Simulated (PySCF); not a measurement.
**[Tb4O4]4+: other functionals and bases at one geometry**

Aim: see how levels, charges and forces of [Tb4O4]4+ depend on the level of theory. The structure is generated, not taken from experiment.

The runs use PySCF 2.14.0; several levels, as the steps say, no spin–orbit coupling.

2 further runs of the same task are left out: 2 for a known fault of the program. Runs told in other sessions of the task aren't counted.

### 1 Where the work starts

8 atoms, charge 4, spin multiplicity 1.

Bond lengths: Tb1–Tb2 3.430 Å, Tb1–Tb3 3.430 Å, Tb1–Tb4 3.430 Å, Tb1–O5 2.205 Å, Tb1–O6 2.205 Å, Tb1–O7 2.205 Å, Tb2–Tb3 3.430 Å, Tb2–Tb4 3.430 Å, Tb2–O5 2.205 Å, Tb2–O6 2.205 Å, Tb2–O8 2.205 Å, Tb3–Tb4 3.430 Å, Tb3–O5 2.205 Å, Tb3–O7 2.205 Å, Tb3–O8 2.205 Å, Tb4–O6 2.205 Å, Tb4–O7 2.205 Å, Tb4–O8 2.205 Å. Angles: Tb2–Tb1–Tb3 60.0°, Tb2–Tb1–Tb4 60.0°, Tb2–Tb1–O5 39.0°, Tb2–Tb1–O6 39.0°, Tb2–Tb1–O7 80.9°, Tb3–Tb1–Tb4 60.0°, Tb3–Tb1–O5 39.0°, Tb3–Tb1–O6 80.9°, Tb3–Tb1–O7 39.0°, Tb4–Tb1–O5 80.9°, Tb4–Tb1–O6 39.0°, Tb4–Tb1–O7 39.0°, O5–Tb1–O6 76.4°, O5–Tb1–O7 76.4°, O6–Tb1–O7 76.4°, Tb1–Tb2–Tb3 60.0°, Tb1–Tb2–Tb4 60.0°, Tb1–Tb2–O5 39.0° and more.

Geometry (Å):

```xyz
8

Tb    1.2126    1.2126    1.2126
Tb    1.2126   -1.2126   -1.2126
Tb   -1.2126    1.2126   -1.2126
Tb   -1.2126   -1.2126    1.2126
O     0.9647    0.9647   -0.9647
O     0.9647   -0.9647    0.9647
O    -0.9647    0.9647    0.9647
O    -0.9647   -0.9647   -0.9647
```

Each metal's 8 4f electrons lie in its core potential, so multiplicities, spins and levels count the valence alone. An earlier session relaxed this geometry at BP86, Tb lcecp-1-SVP with ECP54, O def2-SVP (singlet, point group Td).

At BP86 on the finer grid: E = -445.858076 Eh, HOMO -22.99 eV, LUMO -18.18 eV, Mulliken charge on Tb1 +1.63 e, largest force component 0.004 eV/Å. 

Levels to run: M06-L; BLYP; TPSSh; r2SCAN; BP86, TZVP. Hardware: 4 threads of AMD EPYC 9R45 (Zen 5), shared host.

### 2 M06-L

Input file run.py (the lines that set the calculation):

```python
mol = gto.M(atom='''
Tb     1.21259     1.21259     1.21259
Tb     1.21259    -1.21259    -1.21259
Tb    -1.21259     1.21259    -1.21259
Tb    -1.21259    -1.21259     1.21259
O      0.96466     0.96466    -0.96466
O      0.96466    -0.96466     0.96466
O     -0.96466     0.96466     0.96466
O     -0.96466    -0.96466    -0.96466''',
    basis={'Tb': 'lcecp-1-SVP', 'O': 'def2-SVP'},
    ecp={'Tb': 'lcecp-1-SVP'},
    charge=4, spin=0)
mf = dft.RKS(mol, xc='M06L')
mf.grids.atom_grid = (75, 302)  # f atoms: unpruned, at least (60, 302)
mf = mf.density_fit()  # fitting sets: Tb AutoAux, O def2-universal-JKFIT
mf.conv_tol = 1e-08; mf.max_cycle = 55
mf.kernel(dm0)  # dm0: the density of the relaxed state
```

Run with:

```
OMP_NUM_THREADS=4 python run.py
```

### 3 BLYP

Changes to run.py (the lines that set the calculation) since step 2:

```diff
@@ -12,3 +12,3 @@
     charge=4, spin=0)
-mf = dft.RKS(mol, xc='M06L')
+mf = dft.RKS(mol, xc='BLYP')
 mf.grids.atom_grid = (75, 302)  # f atoms: unpruned, at least (60, 302)
```

### 4 TPSSh

Changes to run.py (the lines that set the calculation) since step 3:

```diff
@@ -12,3 +12,3 @@
     charge=4, spin=0)
-mf = dft.RKS(mol, xc='BLYP')
+mf = dft.RKS(mol, xc='TPSSH')
 mf.grids.atom_grid = (75, 302)  # f atoms: unpruned, at least (60, 302)
```

### 5 r2SCAN

Changes to run.py (the lines that set the calculation) since step 4:

```diff
@@ -12,3 +12,3 @@
     charge=4, spin=0)
-mf = dft.RKS(mol, xc='TPSSH')
+mf = dft.RKS(mol, xc='R2SCAN')
 mf.grids.atom_grid = (75, 302)  # f atoms: unpruned, at least (60, 302)
```

### 6 BP86, TZVP

Basis: Tb lcecp-1-TZVP with ECP54, O def2-TZVP. 

Changes to run.py (the lines that set the calculation) since step 5:

```diff
@@ -9,6 +9,6 @@
 O     -0.96466    -0.96466    -0.96466''',
-    basis={'Tb': 'lcecp-1-SVP', 'O': 'def2-SVP'},
-    ecp={'Tb': 'lcecp-1-SVP'},
+    basis={'Tb': 'lcecp-1-TZVP', 'O': 'def2-TZVP'},
+    ecp={'Tb': 'lcecp-1-TZVP'},
     charge=4, spin=0)
-mf = dft.RKS(mol, xc='R2SCAN')
+mf = dft.RKS(mol, xc='B88,P86')
 mf.grids.atom_grid = (75, 302)  # f atoms: unpruned, at least (60, 302)
@@ -16,2 +16,2 @@
 mf.conv_tol = 1e-08; mf.max_cycle = 55
-mf.kernel(dm0)  # dm0: the density of the relaxed state
+mf.kernel(dm0)  # dm0: free metal ions and neutral atoms
```

What does the calculation give? Wanted: for each run, HOMO; gap; charge on Tb1; dipole; largest force component.

**Answer**, as computed:

| level | state | HOMO (eV) | gap (eV) | charge on Tb1 (e) | dipole (D) | largest force component (eV/Å) | basis functions | time |
| --- | --- | --- | --- | --- | --- | --- | --- | --- |
| BP86 (relaxed here) | singlet | -22.99 | 4.81 | 1.63 | 0.00 | 0.00 | 188 | 30 s |
| M06-L | singlet | -22.64 | 5.32 | 1.81 | 0.00 | 0.13 | 188 | 19 s |
| BLYP | singlet | -22.75 | 4.75 | 1.63 | 0.00 | 0.30 | 188 | 16 s |
| TPSSh | singlet | -23.35 | 5.93 | 1.72 | 0.00 | 0.11 | 188 | 16 s |
| r2SCAN | singlet | -23.01 | 5.36 | 1.74 | 0.00 | 0.10 | 188 | 19 s |
| BP86, TZVP | singlet | -22.91 | 4.84 | 1.88 | 0.00 | 0.14 | 312 | 35 s |

Times are on 4 threads of AMD EPYC 9R45 (Zen 5), shared host; the first row also made further properties. The dipole of a charged species depends on the origin, so these sizes hold for this origin alone.

In one basis the gap runs from 4.75 eV (BLYP) to 5.93 eV (TPSSh). The largest leftover force, 0.30 eV/Å with BLYP, stands at a geometry relaxed at another level. The Mulliken charge on Tb spans +1.63 to +1.88 e over the levels. With 4f in the core, its levels are missing from HOMO and gap, and its count is fixed, so no charge can pass from the ligands into it. Total energies of different levels can't be compared. Spin–orbit coupling is left out throughout.
